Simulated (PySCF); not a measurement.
# EuH5O (Eu(H)3(H2O)): the cost of one run

The runs use PySCF 2.14.0; PBE0, Eu lcecp-1-SVP with ECP52, H def2-SVP, O def2-SVP; scalar-relativistic core potentials, no spin–orbit coupling.

1 further run of the same task is left out (for a known fault of the program).

## (1) The starting structure

7 atoms, charge 0, spin multiplicity 1.

Bond lengths: Eu1–H2 2.225 Å, Eu1–H3 2.225 Å, Eu1–H4 2.225 Å, Eu1–O5 2.485 Å, O5–H6 0.970 Å, O5–H7 0.970 Å. Angles: H2–Eu1–H3 109.5°, H2–Eu1–H4 109.5°, H2–Eu1–O5 109.5°, H3–Eu1–H4 109.5°, H3–Eu1–O5 109.5°, H4–Eu1–O5 109.5°, Eu1–O5–H6 127.5°, Eu1–O5–H7 127.5°, H6–O5–H7 105.1°.

Coordinates:

```
Eu    0.00000    0.00000    0.00000
H     1.28460    1.28460    1.28460
H    -1.28460   -1.28460    1.28460
H     1.28460   -1.28460   -1.28460
O    -1.43470    1.43470   -1.43470
H    -1.77540    2.31980   -1.23090
H    -1.77540    1.23090   -2.31980
```

Formal oxidation states: Eu +3. Each metal's 6 4f electrons lie in its core potential, so multiplicities, spins and levels count the valence alone.

## (2) SCF at the start, singlet

File run.py (the lines that set the calculation):

```python
mol = gto.M(atom='''
Eu     0.00000     0.00000     0.00000
H      1.28460     1.28460     1.28460
H     -1.28460    -1.28460     1.28460
H      1.28460    -1.28460    -1.28460
O     -1.43470     1.43470    -1.43470
H     -1.77540     2.31980    -1.23090
H     -1.77540     1.23090    -2.31980''',
    basis={'Eu': 'lcecp-1-SVP', 'H': 'def2-SVP', 'O': 'def2-SVP'},
    ecp={'Eu': 'lcecp-1-SVP'},
    charge=0, spin=0)
mf = dft.RKS(mol, xc='PBE0')
mf.grids.atom_grid = (50, 194)  # f atoms: unpruned, at least (60, 302)
mf = mf.density_fit()  # fitting sets: Eu AutoAux, H def2-universal-JKFIT, O def2-universal-JKFIT
mf.conv_tol = 1e-08; mf.max_cycle = 55
mf.kernel(dm0)  # dm0: free metal ions and neutral atoms
```

Run with:

```
OMP_NUM_THREADS=2 python run.py
```

**Question.** How long does this run take on 2 threads of Arm Neoverse V1, shared host, and how much memory does it need?

About 2.4 s, with a peak of 0.45 GiB.
